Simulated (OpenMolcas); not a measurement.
**ROHF/LANL2DZ (core potential) run of InHF (SMILES [F][InH])**

What is the energy difference between two shapes of InHF at ROHF/LANL2DZ (core potential)? 

The results are computed with OpenMolcas 26.06.

9 further runs of the same task are left out: 6 for a known fault of the program, 3 set aside as unsound or not needed.

### 1 The system as given

The species is InHF (3 atoms), meant as a doublet with charge 0. SMILES: `[F][InH]`. The shape is that of a PBE0-D4/def2-TZVP optimisation.

Bond lengths: F1–In2 1.970 Å, In2–H3 1.779 Å. Angles: F1–In2–H3 113.8°.

### 2 Energy and gradient at ROHF/LANL2DZ (core potential)

Contents of calc.input:

```
* FHIn Hartree-Fock
>>> EXPORT MOLCAS_PRINT=2

&GATEWAY
 BasisSet
 F.LANL2DZ....
 F1 1.088400 0.989500 0.694300 angstrom
 End of Basis
 BasisSet
 In.LANL2DZ....
 In2 -0.522500 0.355100 -0.244800 angstrom
 End of Basis
 BasisSet
 H.LANL2DZ....
 H3 -0.576900 -1.409400 -0.462800 angstrom
 End of Basis

&SEWARD

&SCF
 UHF
 Spin = 2
 PrOrbitals = 1

&RASSCF
 FileOrb = $Project.UnaOrb
 Spin = 2
 Nactel = 1 0 0
 Inactive = 6
 Ras2 = 1
 OutOrbitals = Canonical
 OrbListing = Nothing

&ALASKA
```

Launch:

```
$ export MOLCAS_MEM=1860
$ pymolcas calc.input > calc.log
```

Output, cut to the lines that bear on the results:

```text
--- Start Module: gateway ---
[...]
--- Stop Module: gateway /rc=_RC_ALL_IS_WELL_ ---
[...]
      Basis functions           19
[...]
       Convergence after  12 Iterations
[...]
::    Total SCF energy                               -101.8329456599
[...]
      Total spin, S                                     0.5094330978
[...]
--- Start Module: rasscf ---
[...]
      Number of active orbitals                  1
[...]
      Spin quantum number                      0.5
[...]
      Active orbitals                            1
[...]
      Number of CSFs                             1
[...]
      Number of root(s) required                 1
[...]
      Convergence after 11 iterations
[...]
      printout of CI-coefficients larger than  0.05 for root  1
      energy=    -101.830334
      conf/sym  1     Coeff  Weight
             1  u   1.00000 1.00000
      Natural orbitals and occupation numbers for root  1
      sym 1:   1.000000
      ************************************************************************************************************************
      *                                                    Final results                                                     *
[...]
::    RASSCF root number  1 Total energy:   -101.83033440
[...]
      Total electronic charge=   13.000000
      Total            charge=   -0.000000
[...]
      Dipole Moment (debye):
      Origin of the operator (angstrom)=   -0.2961    0.4313   -0.1142
                   X= -3.6370E+00               Y= -3.3654E-01               Z= -2.0031E+00           Total=  4.1658E+00
      Quadrupole Moment (debye*angstrom):
[...]
--- Stop Module: rasscf /rc=_RC_ALL_IS_WELL_ ---
--- Start Module: alaska ---
[...]
 *              Molecular gradients               *
 **************************************************
  Irreducible representation: a
 ------------------------------------------------------------------------------------------
                              X                       Y                       Z
 ------------------------------------------------------------------------------------------
  F1                2.36982620199833E-02    9.39997972743656E-03    1.38224637065059E-02
  IN2              -2.34083445740925E-02   -2.00036221704700E-03   -1.28748393366687E-02
  H3               -2.89917445889215E-04   -7.39961751038865E-03   -9.47624369838113E-04
 ------------------------------------------------------------------------------------------
--- Stop Module: alaska /rc=_RC_ALL_IS_WELL_ ---
[...]
```

It took 2.7 s on 1 thread of Arm Neoverse V1, shared host; peak memory 0.37 GiB.

### 3 The distorted shape at the same level

Contents of calc.inp:

```
&GATEWAY
 BasisSet
 F.LANL2DZ....
 F1 1.110133 1.011150 0.679352 angstrom
 End of Basis
 BasisSet
 In.LANL2DZ....
 In2 -0.541002 0.357464 -0.224988 angstrom
 End of Basis
 BasisSet
 H.LANL2DZ....
 H3 -0.553104 -1.444795 -0.481705 angstrom
 End of Basis

&SEWARD

&SCF
 UHF
 Spin=2
 PrOrbitals=1

&RASSCF
 FileOrb=$Project.UnaOrb
 Spin=2
 Nactel=1 0 0
 Inactive=6
 Ras2=1
 OutOrbitals=Canonical
 OrbListing=Nothing

&ALASKA
```

Launch:

```
$ export MOLCAS_MEM=1860
$ pymolcas calc.inp > calc.log
```

Output, cut to the lines that bear on the results:

```text
--- Start Module: gateway ---
[...]
--- Stop Module: gateway /rc=_RC_ALL_IS_WELL_ ---
[...]
      Basis functions           19
[...]
       Convergence after  12 Iterations
[...]
::    Total SCF energy                               -101.8311689465
[...]
      Total spin, S                                     0.5118754844
[...]
--- Start Module: rasscf ---
[...]
      Number of active orbitals                  1
[...]
      Spin quantum number                      0.5
[...]
      Active orbitals                            1
[...]
      Number of CSFs                             1
[...]
      Number of root(s) required                 1
[...]
      Convergence after 11 iterations
[...]
      printout of CI-coefficients larger than  0.05 for root  1
      energy=    -101.828060
      conf/sym  1     Coeff  Weight
             1  u   1.00000 1.00000
      Natural orbitals and occupation numbers for root  1
      sym 1:   1.000000
      ************************************************************************************************************************
      *                                                    Final results                                                     *
[...]
::    RASSCF root number  1 Total energy:   -101.82806030
[...]
      Total electronic charge=   13.000000
      Total            charge=   -0.000000
[...]
      Dipole Moment (debye):
      Origin of the operator (angstrom)=   -0.3086    0.4361   -0.0996
                   X= -3.8114E+00               Y= -3.2872E-01               Z= -1.9233E+00           Total=  4.2819E+00
      Quadrupole Moment (debye*angstrom):
[...]
--- Stop Module: rasscf /rc=_RC_ALL_IS_WELL_ ---
--- Start Module: alaska ---
[...]
 *              Molecular gradients               *
 **************************************************
  Irreducible representation: a
 ------------------------------------------------------------------------------------------
                              X                       Y                       Z
 ------------------------------------------------------------------------------------------
  F1                2.83410625553897E-02    1.10748698971996E-02    1.55024012918036E-02
  IN2              -2.83753832646716E-02    3.56775541478069E-03   -1.34820235250189E-02
  H3                3.43207092798614E-05   -1.46426253119804E-02   -2.02037776678457E-03
 ------------------------------------------------------------------------------------------
[...]
```

Run time: 2.7 s. Hardware: 1 thread of Arm Neoverse V1, shared host; peak memory 0.37 GiB.

### 4 What came out

Level: ROHF/LANL2DZ (core potential).

```
                                 quantity          value
                first shape: total energy  -101.83033 Eh
               first shape: dipole moment         4.17 D
    first shape: largest force on an atom     1.491 eV/Å
            distorted shape: total energy  -101.82806 Eh
           distorted shape: dipole moment         4.28 D
distorted shape: largest force on an atom     1.756 eV/Å
   energy change with the atoms displaced       0.062 eV
```

With the atoms displaced the energy rises by 0.06 eV (6.0 kJ/mol). The first shape isn't relaxed at this level, so the change isn't measured from a minimum. The largest force (first shape) is 1.49 eV/Å: the shape isn't a stationary point for this species at this level. Mulliken charges (first shape) run from -0.74 on F1 to +0.92 on In2; they depend strongly on the basis.
